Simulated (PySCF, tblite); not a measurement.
**C6H9ClO+ (doublet): geometry, infrared bands and EPR parameters**

Wanted: the infrared bands and EPR parameters of C6H9ClO+ (doublet) (`O[C@@H]1C[CH+][CH][C@@H](Cl)C1`), by calculation.

The runs use tblite 0.8.0 and PySCF 2.14.0, with density-fitted response routines of our own; the level of theory stands in each step. All values are computed, except where a source is named. Atoms count from 0, in the outputs and in this text.

**1. The molecule as given**

17 atoms, charge 1, multiplicity 2; geometry from: force field or distance geometry start.

Bonds of the start (Å): O0–C1 1.45, C1–C2 1.53, C2–C3 1.51, C3–C4 1.44, C4–C5 1.50, C5–Cl6 1.79, C5–C7 1.54, C7–C1 1.52, O0–H8 0.97, C1–H9 1.08, C2–H10 1.09, C2–H11 1.10, C3–H12 1.08, C4–H13 1.08, C5–H14 1.09, C7–H15 1.11, C7–H16 1.10.

**2. Relaxing the molecule with GFN2-xTB**

Job settings and geometry (Å):

```
{"job": {"kind": "relax", "xc": "GFN2-xTB", "basis": "xTB"}, "charge": 1, "multiplicity": 2}
O      1.996600    -1.262400     0.736400
C      1.021900    -0.483300     0.006600
C      0.999900     0.924600     0.606500
C     -0.178800     1.748200     0.135800
C     -1.380300     1.101400    -0.315800
C     -1.435500    -0.367700    -0.601600
Cl    -1.294900    -0.599200    -2.373200
C     -0.336100    -1.155200     0.130100
H      2.076700    -2.119700     0.285200
H      1.351900    -0.446500    -1.024100
H      1.918700     1.445300     0.343600
H      0.972700     0.874600     1.701200
H     -0.184700     2.815500     0.312800
H     -2.221400     1.724800    -0.598200
H     -2.416300    -0.747400    -0.311100
H     -0.608900    -1.253500     1.200900
H     -0.288500    -2.187200    -0.244800
```

Started as:

```console
> OMP_NUM_THREADS=1 python probes_run.py task.json out
```

The driver reads the jobs from task.json and runs them one after another.

**Question.** This job is followed by: GFN2-xTB harmonic vibrations, gas phase; UKS B3LYP, pcH-1 on C Cl H O, non-relativistic, mean-field spin-orbit, GIAO. Predict these results of the whole session: strongest single infrared mode (GFN2-xTB); zero-point energy (GFN2-xTB); g(iso) (B3LYP); ⟨S²⟩; largest a(iso).

As calculated:

```
                                 quantity                  value
strongest single infrared mode (GFN2-xTB)  1559 cm⁻¹, 172 km/mol
             zero-point energy (GFN2-xTB)          83.6 kcal/mol
                           g(iso) (B3LYP)                2.01291
                                     ⟨S²⟩     0.753 (exact 0.75)
                           largest a(iso)   1H on H11, 140.6 MHz
```

In words: Relaxing lowered the energy by 0.452 eV in 61 steps; the close pair that moved most is C3–C4, from 1.437 to 1.347 Å. No mode is imaginary among the 45: a minimum at this level. The strongest single mode, at 1559 cm⁻¹, moves mainly C3 and C4. Unscaled tight-binding wavenumbers are off by several per cent, some by more. Its intensities can rank the bands wrongly. The largest spin populations lie on C4 (0.30 e), C3 (0.24 e), Cl6 (0.23 e). The isotropic g lies 10.6 ppt above the free-electron value. These values are for one conformer; the search (at its own cheap level) found 1 more, at 0.28 kcal/mol, and measured spectra average over such forms.
